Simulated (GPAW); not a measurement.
Set up this calculation in GPAW 26.7.0, as an ASE script.

```
Task                : band structure
Functional          : PBEsol
Potentials or basis : PAW data sets generated in the run's folder for this functional
Cutoff              : 600 eV
Basis               : pw
k mesh              : 8 × 8 × 8
Occupations         : fermi-dirac, width 0.05 eV
Spin                : no spin polarisation
Maxiter             : 150
Band path           : GXWKGLUWLK,UX
Band points         : 80
```

Crystal: GaGe.

```
Ge Ga
1.0
     0.00000    2.89784    2.89784
     2.89784    0.00000    2.89784
     2.89784    2.89784    0.00000
Ge Ga
1 1
Direct
  0.00000 0.00000 0.00000
  0.25000 0.25000 0.25000
```

The cell comes from a database or a generator and needn't be the stable form of this composition.

One way to write it, as run:

run.py

```python
from ase import Atoms
from ase.dft.bandgap import bandgap
from ase.io import write
from ase.units import GPa
from gpaw import GPAW, PW, setup_paths

setup_paths.insert(0, '.')

atoms = Atoms(['Ge', 'Ga'],
              cell=[[0.0, 2.897844, 2.897844],
                    [2.897844, 0.0, 2.897844],
                    [2.897844, 2.897844, 0.0]],
              scaled_positions=[[0.0, 0.0, 0.0],
                                [0.25, 0.25, 0.25]],
              pbc=True)

calc = GPAW(mode=PW(600),
            xc='PBEsol',
            kpts={'size': (8, 8, 8), 'gamma': True},
            occupations={'name': 'fermi-dirac', 'width': 0.05},
            nbands=11,
            convergence={'density': 1e-05, 'energy': 1e-05},
            maxiter=150,
            txt='gpaw.txt')
atoms.calc = calc
energy = atoms.get_potential_energy()
forces = atoms.get_forces()
stress = atoms.get_stress()
calc.write('gs.gpw')
write('result.traj', atoms)
print(f'Energy: {energy:.6f} eV')
print('Forces (eV/A):')
print(forces.round(4))
print('Stress (GPa):', (stress / GPa).round(3))
print('Fermi level:', round(calc.get_fermi_level(), 4), 'eV')
print(f'Gap: {bandgap(calc)[0]:.4f} eV, direct: {bandgap(calc, direct=True)[0]:.4f} eV')

path = atoms.cell.bandpath('GXWKGLUWLK,UX', npoints=80, eps=1e-4)
bs_calc = calc.fixed_density(kpts=path, symmetry='off', nbands=21,
                             convergence={'bands': 'CBM+6.0', 'eigenstates': 1e-6}, txt='bands.txt')
bs = bs_calc.band_structure()
bs.write('bs.json')
print(f'Gap on the path: {bandgap(bs_calc)[0]:.4f} eV')
```

Potentials or basis: PAW data sets generated in the run's folder for this functional, pw.

Command:

```sh
$ gpaw-setup -f PBEsol Ga Ge
$ OMP_NUM_THREADS=1 python run.py
```

It gave:

```yaml
Pressure: -1.8 GPa
Band_gap_along_the_path: none (metal or under the smearing width)
```

Run time: 61 s on 1 thread of Intel(R) Xeon(R) Processor @ 2.50GHz (Skylake/Cascade Lake) (shared host), peak memory 0.24 GiB.
